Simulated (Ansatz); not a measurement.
# Mo2W: the cost of one run

Computed with Ansatz 0.2.0 (DFT PBE, scalar-relativistic, plane waves, PAW, unless a step's input says otherwise).

## (1) Starting point

Symmetry: I4/mmm, No. 139, tetragonal system. Conventional cell: a = 3.294 Å, b = 3.294 Å, c = 8.082 Å, α = 90.00°, β = 90.00°, γ = 90.00°. Mo (site symmetry 4mm) has 5 Mo at 2.67 to 2.70 Å and 5 W at 2.68 to 2.71 Å as nearest neighbours. Around W (site symmetry 4/mmm) lie 10 Mo at 2.68 to 2.71 Å.

Structure file:

```cif
data_structure
_symmetry_space_group_name_H-M 'I4/mmm'
_symmetry_Int_Tables_number 139
_cell_length_a 3.2944
_cell_length_b 3.2944
_cell_length_c 8.0815
_cell_angle_alpha 90.000
_cell_angle_beta 90.000
_cell_angle_gamma 90.000
_cell_volume 87.71
loop_
_atom_site_label
_atom_site_type_symbol
_atom_site_symmetry_multiplicity
_atom_site_Wyckoff_symbol
_atom_site_fract_x
_atom_site_fract_y
_atom_site_fract_z
_atom_site_occupancy
Mo1 Mo 4 e 0.50000 0.50000 0.16500 1
W1 W 2 a 0.00000 0.00000 0.00000 1
```

(A quick probe on a coarse mesh, which set the mesh and smearing, is not shown.)

## (3) Rough relaxation on the coarse mesh

Input file input.yaml:

```yaml
crystal:
  lattice:
    - [-1.6471921418, 1.6471921418, 4.0407682228]
    - [1.6471921418, -1.6471921418, 4.0407682228]
    - [1.6471921418, 1.6471921418, -4.0407682228]
  atoms:
    - { symbol: Mo, position: [0.665, 0.665, 0.0] }
    - { symbol: Mo, position: [0.335, 0.335, 0.0] }
    - { symbol: W, position: [0.0, 0.0, 0.0] }
basis:
  ecutwfc: 420
kpoints:
  mp_grid: { grid: [8, 8, 8] }
hamiltonian:
  xc: pbe
scf:
  occupations: { method: gaussian, width: 0.1 }
  lower_state_search: "off"
output:
  forces: true
  stress: true
  eigenvalues: true
relax:
  adjacent_minimum: "off"
  f_tol: 0.04
  max_steps: 70
  cell: { stress_tol: 0.4 }
```

The run is started by

```console
> ansatz run input.yaml --threads 1 --pin off --max-ram 2560MiB --backend cpu --events-out ev --progress --plain --runs-dir out
```

**Question.** How long does this run take on 1 thread of Intel Xeon 6975P-C (Granite Rapids), shared host, and how much memory does it need?

About 16 s, with a peak of 0.4 GiB.
